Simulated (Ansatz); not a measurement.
# SiF3 (trifluorosilyl): levels of theory compared

We compute a comparison of 6 runs (U-r2SCAN0/STO-3G, UCAM-B3LYP/STO-3G, UHSE06/STO-3G, USVWN5/STO-3G, UMP2/STO-3G, UCCSDT(Q)/STO-3G) of SiF3 (trifluorosilyl). 

Program for the calculation: Ansatz 0.2.0.

45 further runs of the same task are left out: 7 that didn't finish, 38 set aside as unsound or not needed.

## 1. Starting point

The species is SiF3 (4 atoms), meant as a doublet with charge 0. SMILES: `F[Si](F)F`. The Si2–F1 distance was set to 3.180 Å, away from the relaxed value. At this shape a bond of the SMILES string is far longer than usual.

Bond lengths: Si2–F3 1.590 Å, Si2–F4 1.590 Å. Angles: F3–Si2–F4 104.5°.

## 2. A single-point energy at U-r2SCAN0/STO-3G (run 1)

File run.yaml:

```yaml
crystal:
  periodic: [false, false, false]
  atoms:
    - {symbol: F, position_ang: [1.901017, -1.262008, 1.969198]}
    - {symbol: Si, position_ang: [-0.325240, 0.244050, 0.268860]}
    - {symbol: F, position_ang: [-0.962750, -0.889100, -0.646850]}
    - {symbol: F, position_ang: [0.500100, 1.154030, -0.741040]}
basis:
  gaussian:
    orbitals: STO-3G
magnetization:
  spin_polarized: true
  initial_magnetization: 1
hamiltonian:
  xc: {name: r2SCAN0}
accuracy: high
```

Launch:

```console
ansatz run run.yaml --threads 1 --pin off --max-ram 2610MiB --events-out events.jsonl --progress --plain --runs-dir runs
```

The log of the run:

```text
Warning: RAYON_NUM_THREADS=1 ignored (pool sized by the plan → 1); use --threads N
Functional definition: r2SCAN0
  name "r2SCAN0"
  parameter a = 0.25
  parameter k0 = 0.174
  parameter k1 = 0.065
  parameter a1 = 4.9479
  exchange = (1 - a)*r2scan_x(k0 = k0, k1 = k1, a1 = a1) + a*exact_x
  correlation = r2scan_c
415 factors; integrals over basis functions are off by at most 2.7e-8 eV
mean field evaluation 1: about -15800.1110 eV, gradient 1.6e1 eV
mean field evaluation 2: about -15438.6920 eV, gradient 2.1e1 eV
mean field evaluation 4: about -15801.3259 eV, gradient 6.5e0 eV
mean field evaluation 8: about -15680.3057 eV, gradient 5.2e1 eV
mean field evaluation 16: about -15812.7139 eV, gradient 1.8e-2 eV
mean field evaluation 32: about -15812.7156 eV, gradient 5.5e-2 eV
mean field -15812.71567063 eV, -581.1065826521 hartree, gradient 1.7e-8 eV, S^2 0.750094; 4 other end points of the search recorded, 0 dependent functions left out
reference -15812.71567097 eV, -581.1065826646 hartree; 21, 20 occupied and 3, 4 virtual orbitals, 415 factors
Total energy: -15812.71567097 eV, -581.1065826646 hartree
```

Run time: 13 s. Hardware: 1 thread of AMD EPYC 9R45 (Zen 5), shared host; peak memory 0.27 GiB.

## 3. The energy at UCAM-B3LYP/STO-3G (run 2)

File molecule.yaml:

```yaml
crystal:
  periodic: [false, false, false]
  atoms:
    - {symbol: F, position_ang: [1.901017, -1.262008, 1.969198]}
    - {symbol: Si, position_ang: [-0.325240, 0.244050, 0.268860]}
    - {symbol: F, position_ang: [-0.962750, -0.889100, -0.646850]}
    - {symbol: F, position_ang: [0.500100, 1.154030, -0.741040]}
basis:
  gaussian:
    orbitals: STO-3G
magnetization:
  spin_polarized: true
  initial_magnetization: 1
hamiltonian:
  xc: {name: CAM-B3LYP}
accuracy: high
```

Launch:

```console
ansatz run molecule.yaml --threads 1 --pin off --max-ram 2610MiB --events-out events.jsonl --progress --plain --runs-dir runs
```

The log of the run, cut to the lines that bear on the results:

```text
Warning: RAYON_NUM_THREADS=1 ignored (pool sized by the plan → 1); use --threads N
Functional definition: CAM-B3LYP
  name "CAM-B3LYP"
[...]
415 factors; integrals over basis functions are off by at most 2.7e-8 eV
172 factors; integrals over basis functions are off by at most 6.8e-10 eV
[...]
mean field -15811.65029413 eV, -581.0674307879 hartree, gradient 5.2e-8 eV, S^2 0.750077; 4 other end points of the search recorded, 0 dependent functions left out
reference -15811.65030450 eV, -581.0674311687 hartree; 21, 20 occupied and 3, 4 virtual orbitals, 415 factors
Total energy: -15811.65030450 eV, -581.0674311687 hartree
```

Run time: 3.6 s. Hardware: 1 thread of AMD EPYC 9R45 (Zen 5), shared host; peak memory 0.17 GiB.

Run 3 isn't shown in full; the table further down has it.

## 4. A single-point energy at USVWN5/STO-3G (run 4)

File job.yaml:

```yaml
crystal:
  periodic: [false, false, false]
  atoms:
    - {symbol: F, position_ang: [1.901017, -1.262008, 1.969198]}
    - {symbol: Si, position_ang: [-0.325240, 0.244050, 0.268860]}
    - {symbol: F, position_ang: [-0.962750, -0.889100, -0.646850]}
    - {symbol: F, position_ang: [0.500100, 1.154030, -0.741040]}
basis:
  gaussian: {orbitals: STO-3G}
magnetization: {spin_polarized: true, initial_magnetization: 1}
hamiltonian: {xc: {name: SVWN5}}
accuracy: high
```

Launch:

```console
ansatz run job.yaml --threads 1 --pin off --max-ram 2610MiB --events-out events.jsonl --progress --plain --runs-dir runs
```

The log of the run:

```text
Warning: RAYON_NUM_THREADS=1 ignored (pool sized by the plan → 1); use --threads N
Functional definition: SVWN5
  name "SVWN5"
  exchange = slater_x
  correlation = vwn5_c
415 factors; integrals over basis functions are off by at most 2.7e-8 eV
mean field evaluation 1: about -15717.9845 eV, gradient 1.4e1 eV
mean field evaluation 2: about -15354.9816 eV, gradient 1.7e1 eV
mean field evaluation 4: about -15716.8734 eV, gradient 1.2e1 eV
mean field evaluation 8: about -15729.2655 eV, gradient 8.6e-1 eV
mean field evaluation 16: about -15729.2771 eV, gradient 6.7e-6 eV
mean field evaluation 32: about -15729.2204 eV, gradient 1.0e0 eV
mean field evaluation 64: about -15729.2724 eV, gradient 9.8e-2 eV
mean field -15729.27709673 eV, -578.0402716177 hartree, gradient 1.4e-8 eV, S^2 0.750689; 6 other end points of the search recorded, 0 dependent functions left out
reference -15729.27709795 eV, -578.0402716627 hartree; 21, 20 occupied and 3, 4 virtual orbitals, 415 factors
Total energy: -15729.27709795 eV, -578.0402716627 hartree
```

Wall time 0.96 s (1 thread of AMD EPYC 9R45 (Zen 5), shared host).

Run 5 isn't shown in full; the table further down has it.

## 5. The energy at UCCSDT(Q)/STO-3G (run 6)

File input.yaml:

```yaml
crystal:
  periodic: [false, false, false]
  atoms:
    - symbol: F
      position_ang: [1.901017, -1.262008, 1.969198]
    - symbol: Si
      position_ang: [-0.325240, 0.244050, 0.268860]
    - symbol: F
      position_ang: [-0.962750, -0.889100, -0.646850]
    - symbol: F
      position_ang: [0.500100, 1.154030, -0.741040]
basis:
  gaussian:
    orbitals: STO-3G
magnetization:
  spin_polarized: true
  initial_magnetization: 1
scf:
  omitted_lower_state_checks: [cluster_reference, increment]
accuracy: high
correlation:
  method: ccsdt_q
  frozen_orbitals: {F: 1, Si: 5}
```

Launch:

```console
ansatz run input.yaml --threads 1 --pin off --max-ram 2610MiB --events-out events.jsonl --progress --plain --runs-dir runs
```

The log of the run:

```text
Warning: RAYON_NUM_THREADS=1 ignored (pool sized by the plan → 1); use --threads N
[... 16 lines left out ...]
8 core orbitals not correlated: weight in the atoms' cores, before any rotation towards them, 1.000 or more for the frozen orbitals, at most 0.000 for the correlated occupied ones
[... 238 lines left out ...]
Total energy: -15776.00414781 eV, -579.7574590724 hartree
Checks for a lower state left out: cluster_reference, increment
```

Run time: 5.4 s. Hardware: 1 thread of AMD EPYC 9R45 (Zen 5), shared host; peak memory 0.21 GiB.

## 6. The series

| run | level | frozen core orbitals | energy (Eh) | ⟨S²⟩ | wall time |
| --- | --- | --- | --- | --- | --- |
| 1 | U-r2SCAN0/STO-3G | – | -581.106583 | 0.750 | 13 s |
| 2 | UCAM-B3LYP/STO-3G | – | -581.067431 | 0.750 | 3.6 s |
| 3 | UHSE06/STO-3G | – | -580.831606 | 0.750 | 3.3 s |
| 4 | USVWN5/STO-3G | – | -578.040272 | 0.751 | 0.96 s |
| 5 | UMP2/STO-3G | 8 | -579.736256 | 0.750 | 0.54 s |
| 6 | UCCSDT(Q)/STO-3G | 8 | -579.757459 | 0.750 | 5.4 s |

## 7. Results

```
                                          quantity          value
                               run 6: total energy  -579.75746 Eh
run 6: correlation energy (8 core orbitals frozen)      -90.8 mEh
          run 6: ⟨S²⟩ of the reference determinant          0.750
                              run 6: T1 diagnostic          0.028
```

Totals of different functionals can't be ranked against each other. In runs 1, 2, 3, 4, 5, 6 the basis is minimal, so the values are rough. All runs together took 27 s, the longest 13 s.
